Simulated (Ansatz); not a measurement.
**C₉H₈: taking an electron away**

The task here is to estimate one member of a computed series from the others.

Program: Ansatz 0.2.0, Gaussian basis. Level of theory: unrestricted cation, the program's frozen cores in correlated methods. These are calculated values, not measurements.

Plan: UKS PBE-D4/def2-TZVPP; UKS r2SCAN-D4/def2-TZVPP; UKS PBE0-D4/def2-TZVPP; UKS B3LYP-D4/def2-TZVPP; UKS wB97X-V/def2-TZVPP; UKS wB97M-V/def2-TZVPP; UKS B2PLYP/def2-TZVPP; UHF-CCSD(T)/def2-TZVPP; UHF-MP2/def2-QZVPP; extrapolation to the limit; then −ε(HOMO) from the neutral's earlier runs with LDA (SPW92), PBE-D4, revPBE-D4, BLYP-D4, r2SCAN-D4, B97M-V, PBE0-D4, B3LYP-D4, r2SCANh-D4, r2SCAN0-D4, HSE06-D4, BHLYP-D4, CAM-B3LYP-D4, LC-ωPBE, ωB97X-V, ωB97M-V.

## The geometry

All runs share one geometry, relaxed beforehand with PBE0-D4 in a triple-zeta def2 set.

SMILES `CC#Cc1ccccc1`, 17 atoms, charge 0, spin multiplicity 1.

Atoms are counted from 1 here; the program's logs count them from 0.

Bond lengths: C1–C2 1.449 Å, C1–H10 1.093 Å, C1–H11 1.093 Å, C1–H12 1.093 Å, C2–C3 1.205 Å, C3–C4 1.423 Å, C4–C5 1.398 Å, C4–C9 1.398 Å, C5–C6 1.384 Å, C5–H13 1.083 Å, C6–C7 1.388 Å, C6–H14 1.084 Å, C7–C8 1.388 Å, C7–H15 1.084 Å, C8–C9 1.384 Å, C8–H16 1.084 Å, C9–H17 1.083 Å. Angles: C2–C1–H10 111.0°, C2–C1–H11 111.0°, C2–C1–H12 111.0°, H10–C1–H11 107.9°, H10–C1–H12 108.0°, H11–C1–H12 107.8°, C1–C2–C3 179.9°, C2–C3–C4 179.9°, C3–C4–C5 120.6°, C3–C4–C9 120.5°, C5–C4–C9 118.9°, C4–C5–C6 120.4°, C4–C5–H13 119.1°, C6–C5–H13 120.5°, C5–C6–C7 120.3°, C5–C6–H14 119.6°, C7–C6–H14 120.1°, C6–C7–C8 119.7° and more.

As a file:

```xyz
17
charge 0, multiplicity 1
C     3.3561   -1.5041   -1.1697
C     2.0967   -0.9378   -0.7312
C     1.0490   -0.4682   -0.3665
C    -0.1883    0.0851    0.0661
C    -0.6866    1.2547   -0.5152
C    -1.8901    1.7899   -0.0910
C    -2.6155    1.1704    0.9168
C    -2.1290    0.0088    1.4997
C    -0.9263   -0.5320    1.0805
H     3.9300   -0.7791   -1.7521
H     3.1929   -2.3848   -1.7967
H     3.9667   -1.8096   -0.3161
H    -0.1178    1.7357   -1.3017
H    -2.2648    2.6974   -0.5504
H    -3.5579    1.5918    1.2471
H    -2.6910   -0.4800    2.2873
H    -0.5432   -1.4386    1.5329
```

Set-up of the first run:

in.yaml reads:

```yaml
crystal:
  periodic: [false, false, false]
  atoms:
    - {symbol: C, position_ang: [3.356059, -1.504055, -1.169655]}
    - {symbol: C, position_ang: [2.096704, -0.937840, -0.731196]}
    - {symbol: C, position_ang: [1.049000, -0.468245, -0.366463]}
    - {symbol: C, position_ang: [-0.188309, 0.085093, 0.066135]}
    - {symbol: C, position_ang: [-0.686624, 1.254733, -0.515196]}
    - {symbol: C, position_ang: [-1.890081, 1.789892, -0.090957]}
    - {symbol: C, position_ang: [-2.615535, 1.170368, 0.916805]}
    - {symbol: C, position_ang: [-2.129033, 0.008799, 1.499673]}
    - {symbol: C, position_ang: [-0.926331, -0.531992, 1.080462]}
    - {symbol: H, position_ang: [3.930007, -0.779106, -1.752057]}
    - {symbol: H, position_ang: [3.192946, -2.384819, -1.796675]}
    - {symbol: H, position_ang: [3.966730, -1.809640, -0.316137]}
    - {symbol: H, position_ang: [-0.117767, 1.735707, -1.301685]}
    - {symbol: H, position_ang: [-2.264756, 2.697449, -0.550366]}
    - {symbol: H, position_ang: [-3.557851, 1.591775, 1.247119]}
    - {symbol: H, position_ang: [-2.691038, -0.479991, 2.287287]}
    - {symbol: H, position_ang: [-0.543222, -1.438627, 1.532906]}
basis:
  gaussian: {orbitals: def2-TZVPP}
total_charge: 1
magnetization: {spin_polarized: true, initial_magnetization: 1}
hamiltonian: {xc: pbe, dispersion: d4}
```

Command:

```console
$ ansatz run in.yaml --threads 2 --pin off --events-out ev --progress --plain --max-ram 32768MiB --backend cuda --devices 0, --max-vram 18GiB
```

Among the steps run: Cation, UKS PBE-D4/def2-TZVPP; Cation, UKS r2SCAN-D4/def2-TZVPP; Cation, UKS PBE0-D4/def2-TZVPP; Cation, UKS B3LYP-D4/def2-TZVPP; Cation, UKS wB97X-V/def2-TZVPP; Cation, UKS wB97M-V/def2-TZVPP; Cation, UKS B2PLYP (frozen core)/def2-TZVPP; Cation, UHF-CCSD(T)/def2-TZVPP; Cation, UHF-MP2/def2-QZVPP.

One table of the session follows, with a row left open; its other results are not shown here.

It belongs to the step «Ionisation energies side by side». Orbital estimates, from the neutral's runs:

| functional | −ε(HOMO) (eV) |
| --- | --- |
| LDA (SPW92) | 5.75 |
| PBE-D4 | 5.56 |
| revPBE-D4 | 5.49 |
| BLYP-D4 | 5.37 |
| r2SCAN-D4 | 5.71 |
| B97M-V | 5.67 |
| PBE0-D4 | ? |
| B3LYP-D4 | 6.30 |
| r2SCANh-D4 | 6.07 |
| r2SCAN0-D4 | 6.62 |
| HSE06-D4 | 6.13 |
| BHLYP-D4 | 7.29 |
| CAM-B3LYP-D4 | 7.68 |
| LC-ωPBE | 8.95 |
| ωB97X-V | 8.59 |
| ωB97M-V | 8.51 |

Q: Estimate the row for PBE0-D4 from the others.

As computed: −ε(HOMO) (eV): 6.52. In the column «−ε(HOMO) (eV)» it lies between B3LYP-D4 (6.30) and r2SCAN0-D4 (6.62).

Caveats from the session: The cation may have settled in a state other than its lowest; no search over hole states beyond the program's own was made.
